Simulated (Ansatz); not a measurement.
# C3H4BF: the cost of one run

Program: Ansatz 0.2.0, Gaussian basis. Level of theory: the settings change from run to run. These are calculated values, not measurements.

## Step 1: The geometry

An earlier PBE0-D4 in a triple-zeta def2 set relaxation fixed the geometry.

SMILES `BC1(F)C=C1`, 9 atoms, charge 0, spin multiplicity 1.

Atoms are counted from 1 here; the program's logs count them from 0.

Bond lengths: B1–C2 1.529 Å, B1–H6 1.195 Å, B1–H7 1.193 Å, C2–F3 1.396 Å, C2–C4 1.498 Å, C2–C5 1.498 Å, C4–C5 1.282 Å, C4–H8 1.076 Å, C5–H9 1.076 Å. Angles: C2–B1–H6 117.8°, C2–B1–H7 121.4°, H6–B1–H7 120.8°, B1–C2–F3 115.6°, B1–C2–C4 123.8°, B1–C2–C5 123.8°, F3–C2–C4 113.7°, F3–C2–C5 113.7°, C4–C2–C5 50.7°, C2–C4–C5 64.7°, C2–C4–H8 142.7°, C5–C4–H8 152.4°, C2–C5–C4 64.7°, C2–C5–H9 142.7°, C4–C5–H9 152.4°.

## Step 2: wPBEh/def2-TZVP

Options: a grid of angular degree 11, high accuracy.

in.yaml reads:

```yaml
crystal:
  periodic: [false, false, false]
  atoms:
    - {symbol: B, position_ang: [0.314901, 0.700338, -1.247595]}
    - {symbol: C, position_ang: [0.422674, -0.147170, 0.020899]}
    - {symbol: F, position_ang: [1.679924, -0.699517, 0.273105]}
    - {symbol: C, position_ang: [-0.710339, -0.947104, 0.586639]}
    - {symbol: C, position_ang: [-0.386547, 0.096099, 1.257695]}
    - {symbol: H, position_ang: [-0.743398, 1.193492, -1.500957]}
    - {symbol: H, position_ang: [1.253733, 0.867514, -1.965122]}
    - {symbol: H, position_ang: [-1.274067, -1.852580, 0.444361]}
    - {symbol: H, position_ang: [-0.468383, 0.742628, 2.113974]}
basis:
  gaussian: {orbitals: def2-TZVP, final_grid: {core_spheres: 5, valence_spheres: 4, degree: 11}}
hamiltonian: {xc: {name: wPBEh}}
accuracy: high
```

Run with:

```bash
> ansatz run in.yaml --threads 2 --pin off --events-out ev --progress --plain --max-ram 4352MiB
```

**Question.** How long does this run take on 2 threads of Intel Xeon at 2.60GHz, shared host, and how much memory does it need?

About 7.5 s, with a peak of 0.87 GiB.
